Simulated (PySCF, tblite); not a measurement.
# C₇H₁₄OSi: geometry, infrared bands and NMR shifts

Aim: predict the infrared bands and NMR shifts of C₇H₁₄OSi (`CC#CC[SiH2]OCCC`).

Programs: tblite 0.8.0 and PySCF 2.14.0, with density-fitted response routines of our own. Each step states its level of theory. These are calculated values for one molecule in the gas phase, unless marked as measured. Atoms are numbered from 0 throughout.

**1. The starting structure**

23 atoms, charge 0, multiplicity 1; geometry from: force field or distance geometry start.

Bonds of the start (Å): C0–C1 1.47, C1–C2 1.19, C2–C3 1.48, C3–Si4 1.86, Si4–O5 1.67, O5–C6 1.42, C6–C7 1.53, C7–C8 1.52, C0–H9 1.09, C0–H10 1.09, C0–H11 1.09, C3–H12 1.09, C3–H13 1.10, Si4–H14 1.48, Si4–H15 1.48, C6–H16 1.09, C6–H17 1.11, C7–H18 1.10, C7–H19 1.09, C8–H20 1.11, C8–H21 1.09, C8–H22 1.09.

**2. Optimising the geometry with GFN2-xTB**

What the job is given:

```
{"job": {"kind": "relax", "xc": "GFN2-xTB", "basis": "xTB"}, "charge": 0, "multiplicity": 1}
C      5.627200    -0.489000    -0.608800
C      4.284900    -0.135600    -0.112000
C      3.208300     0.141000     0.317100
C      1.869500     0.510400     0.828300
Si     0.440900    -0.193200    -0.140900
O     -1.052300     0.235200     0.472400
C     -2.216400    -0.230200    -0.193000
C     -3.427700     0.294100     0.573100
C     -4.730200    -0.165500    -0.068300
H      6.189700    -1.028800     0.153400
H      6.174800     0.412300    -0.881600
H      5.539800    -1.123900    -1.494300
H      1.774400     1.596000     0.877400
H      1.790900     0.153100     1.869700
H      0.499100    -1.666800    -0.182200
H      0.489800     0.288800    -1.541400
H     -2.238900     0.138900    -1.219600
H     -2.233900    -1.336400    -0.199800
H     -3.392900    -0.048400     1.616300
H     -3.394300     1.386500     0.614500
H     -5.592400     0.232900     0.498300
H     -4.807500    -1.251900    -0.082300
H     -4.807700     0.208700    -1.086400
```

On the command line:

```bash
OMP_NUM_THREADS=1 python probes_run.py task.json out
```

This one command runs all jobs of the session in turn.

**Question.** This job is followed by: GFN2-xTB harmonic vibrations, gas phase; GIAO PBE0/pcSseg-1 NMR shielding, non-relativistic, gas phase. What will the session give for the following? strongest single infrared mode (GFN2-xTB); zero-point energy (GFN2-xTB); 13C shifts against TMS (PBE0/pcSseg-1); 1H shifts against TMS (PBE0/pcSseg-1, means over atoms taken as alike); 29Si shifts against TMS (PBE0/pcSseg-1); 17O shifts against H2O (PBE0/pcSseg-1).

The runs gave:

| quantity | value |
| --- | --- |
| strongest single infrared mode (GFN2-xTB) | 2193 cm⁻¹, 451 km/mol |
| zero-point energy (GFN2-xTB) | 117.5 kcal/mol |
| 13C shifts against TMS (PBE0/pcSseg-1) | 80.2, 79.0, 70.2, 30.4, 11.1, 5.1, 4.9 ppm |
| 1H shifts against TMS (PBE0/pcSseg-1, means over atoms taken as alike) | 4.85, 3.68, 2.04, 1.91, 1.71, 0.90 ppm |
| 29Si shifts against TMS (PBE0/pcSseg-1) | -22.9 ppm |
| 17O shifts against H2O (PBE0/pcSseg-1) | 34.5 ppm |

In words: Relaxing lowered the energy by 0.221 eV in 89 steps; the close pair that moved most is Si4–O5, from 1.670 to 1.621 Å. No mode is imaginary among the 63: a minimum at this level. The strongest single mode, at 2193 cm⁻¹, moves mainly H15 and H14. Unscaled tight-binding wavenumbers are off by several per cent, some by more. Its intensities can rank the bands wrongly.
